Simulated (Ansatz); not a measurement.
# ClGeH, SMILES [Cl][GeH]: a ladder of basis sets

With the Ansatz DFT code, driven from Python.

`clgeh.xyz`
```text
3

Cl    1.27320   -1.05600    0.57360
Ge   -0.59810   -0.27810   -0.35460
H    -0.68600    1.26940   -0.23230
```

Run as a notebook:

```python
import ansatz as az
```

```python
clgeh = az.Crystal.molecule_from_extxyz("clgeh.xyz")
```

```python
setup = clgeh.calculation().functional("B3LYP", dispersion="d4")
```

```python
energies = {}
for basis in ["cc-pVDZ", "cc-pVTZ", "cc-pVQZ"]:
    r = setup.basis(gaussian=basis).run().report
    size = r["n_frozen"] + r["n_occupied"][0] + r["n_virtual"][0]
    energies[basis] = (r["reference_energy_ev"] / 27.211386246, r["free_energy_ev"] / 27.211386246)
    print(f"{basis:14s} {size:4d} orbitals  reference {energies[basis][0]:14.6f} Ha  total {energies[basis][1]:14.6f} Ha")
```

    cc-pVDZ          50 orbitals  reference   -2537.843307 Ha  total   -2537.846519 Ha
    cc-pVTZ          91 orbitals  reference   -2537.932499 Ha  total   -2537.935710 Ha
    cc-pVQZ         157 orbitals  reference   -2537.940226 Ha  total   -2537.943437 Ha

```python
last = energies["cc-pVQZ"][1]
for basis, (_, total) in energies.items():
    print(f"{basis:14s} lies {27.211386 * (total - last):9.4f} eV above cc-pVQZ")
```

    cc-pVDZ        lies    2.6373 eV above cc-pVQZ
    cc-pVTZ        lies    0.2103 eV above cc-pVQZ
    cc-pVQZ        lies    0.0000 eV above cc-pVQZ

Against cc-pVDZ: cc-pVTZ -89.2 mHa and cc-pVQZ -96.9 mHa. The last step alone is -7.73 mHa. From the first set to the last the time grows from 1.4 to 4.7 s.

What to keep in mind:
- The drop along the ladder measures the basis error, and is no property of the molecule.
- The geometry is a force-field or estimated start, not a minimum of this method, and the last set is no limit. Much of the fall in a total is atomic energy, which cancels in bond and reaction energies.
- Total less reference energy is the dispersion correction.
- b3lyp holds the VWN-RPA fit, as in Gaussian; the form of ORCA and Turbomole is b3lyp5.
- For Al to Cl the sets with a tight d function, cc-pV(X+d)Z, are usual.
- It ran for 8.8 s on 1 thread of Arm Neoverse V1, on a shared host, peak memory 0.34 GiB.
